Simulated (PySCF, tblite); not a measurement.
# BeNH3 (+2), an ion with solvent molecules: NMR shifts, interaction energy, infrared bands, spin-spin couplings and core binding energies

The task here is to estimate one member of a computed series from the others.

Computed with tblite 0.8.0 and PySCF 2.14.0; each step states its level. No surroundings beyond the atoms listed, unless a continuum is named. Atoms count from 0, parts from 1.

## Starting point

5 atoms, charge 2, multiplicity 1; geometry: rigid parts in contact. Parts: 1 = atom 0, `[Be+2]`, charge 2; 2 = atoms 1–4, `N`, charge 0.

The first run:

Job settings and geometry (Å):

```
{"job": {"kind": "dock", "xc": "GFN2-xTB", "basis": "xTB"}, "charge": 2, "multiplicity": 1, "parts": [{"atoms": "0-0", "charge": 2, "multiplicity": 1}, {"atoms": "1-4", "charge": 0, "multiplicity": 1}]}
Be     0.000000     0.000000     0.000000
N     -1.506361    -0.709474    -1.461654
H     -1.681677    -1.702053    -1.557599
H     -2.183278    -0.340133    -0.805348
H     -1.683765    -0.278437    -2.360673
```

With the program's defaults for keys left out, this is: GFN2-xTB search for minima from random contacts, gas phase.

On the command line:

```sh
OMP_NUM_THREADS=1 python cluster_run.py task.json out
```

One launch serves the whole session: the jobs run in the order shown.

Among the steps run: Search for minima with GFN2-xTB; Geometry optimisation at PBE0-D3(BJ)/def2-TZVPD; Shielding tensors: PBE0/pcSseg-2; Coupled-cluster interaction energy: CCSD(T) and MP2.

One of the session's tables, all rows but one given; the rest of the session is left out.

It belongs to the step «Coupled-cluster interaction energy: CCSD(T) and MP2». 

```
                 method  interaction energy (kcal/mol)
         HF/aug-cc-pVDZ                        -167.19
        MP2/aug-cc-pVDZ                              ?
       CCSD/aug-cc-pVDZ                        -162.42
    CCSD(T)/aug-cc-pVDZ                        -161.85
         HF/aug-cc-pVQZ                        -170.85
        MP2/aug-cc-pVQZ                        -167.28
    SCS-MP2/aug-cc-pVQZ                        -167.43
      MP2, extrapolated                        -167.77
CCSD(T), limit estimate                        -167.14
```

Q: Estimate the row for MP2/aug-cc-pVDZ from the others.

**Answer.** interaction energy (kcal/mol): -162.47. In the column «interaction energy (kcal/mol)» it lies between CCSD(T), limit estimate (-167.14) and CCSD/aug-cc-pVDZ (-162.42).

To keep in mind: The interaction energy leaves out the deformation of the parts, 1.00 kcal/mol (MP2); added to the CCSD(T) estimate it gives a binding of about -166.1 kcal/mol.
